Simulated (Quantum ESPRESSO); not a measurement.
Runs of Quantum ESPRESSO 7.5 on Cd2S. Symmetry: P3m1, No. 156, trigonal system. Conventional cell: a = 3.963 Å, b = 3.963 Å, c = 5.809 Å, α = 90.00°, β = 90.00°, γ = 120.00°. Around Cd (site symmetry 3m) lie 1 S at 2.52 Å. Around Cd (site symmetry 3m) lie 3 S at 2.60 Å. Around S (site symmetry 3m) lie 4 Cd at 2.52 to 2.60 Å. The cell comes from a database or a generator and needn't be the stable form of this composition.

```csv
task,level,potentials or basis,cell,k mesh,cutoff (eV),smearing,SCF threshold,share of exact exchange,q mesh for exact exchange,cutoff for exact exchange,iterations,mesh quality,gap on the mesh (eV),pressure (GPa),V0 of scaled cells (Å³/atom),B0 (GPa),largest force (eV/Å)
equation of state,PBE,SSSP 1.3 efficiency PBE,as given,8 × 8 × 5,816,fermi-dirac 0.05 eV,6e-10 Ry,-,-,-,-,not flagged,-,-,26.28,43,-
phonons,PBE,GBRV 1.5 PBE,relaxed,"8 × 8 × 4, shifted",612,fermi-dirac 0.05 eV,6e-10 Ry,-,-,-,-,not flagged,-,0.0,-,-,-
phonons,PBEsol,GBRV 1.5 PBEsol,relaxed,"8 × 8 × 4, shifted",612,fermi-dirac 0.05 eV,6e-10 Ry,-,-,-,-,not flagged,-,0.2,-,-,-
single point,PBE,SG15 PBE 1.2,as given,4 × 4 × 2,952,fermi-dirac 0.05 eV,6e-10 Ry,-,-,-,-,coarse,0.69,-0.1,-,-,(b)
energy-loss spectrum,LDA,GBRV 1.5 LDA,as given,"4 × 4 × 2, shifted",612,fermi-dirac 0.05 eV,6e-10 Ry,-,-,-,300,coarse,-,-4.7,-,-,0.25
Berry-phase polarisation,PBEsol,GBRV 1.5 PBEsol,relaxed,7 × 7 × 4,612,fermi-dirac 0.05 eV,6e-10 Ry,-,-,-,-,not flagged,0.56,0.2,-,-,-
phonons,LDA,GBRV 1.5 LDA,relaxed,"8 × 8 × 4, shifted",612,fermi-dirac 0.05 eV,6e-10 Ry,-,-,-,-,not flagged,-,0.4,-,-,-
single point,PBE,SSSP 1.3 efficiency PBE,as given,8 × 8 × 5,816,fermi-dirac 0.05 eV,6e-10 Ry,-,-,-,-,not flagged,(c),-0.2,-,-,0.05
equation of state,r2SCAN,SG15 PBE 1.2,as given,4 × 4 × 3,952,fermi-dirac 0.05 eV,1e-08 Ry,-,-,-,-,coarse,-,-,(a),52,-
```

Alike in all rows: no spin polarisation.

Estimate the missing entries.

(a) 25.29; (b) 0.12; (c) 0.24.

Caveats: some runs use coarse meshes; the cell was scaled at fixed shape and fractional positions, which overstates the stiffness of a crystal with free parameters, most of all of layers and chains (some runs); an odd mesh through Γ misses points on the zone boundary, where band edges often lie (some runs); the gap on the mesh is small and may close between mesh points, in which case fixed occupations spoil the response (some runs); the potentials were made for another functional, which shifts forces and pressure (some runs).

A k mesh can miss the band edges, and the runs leave out spin-orbit coupling on Cd.

Not every run made on this cell is shown here.
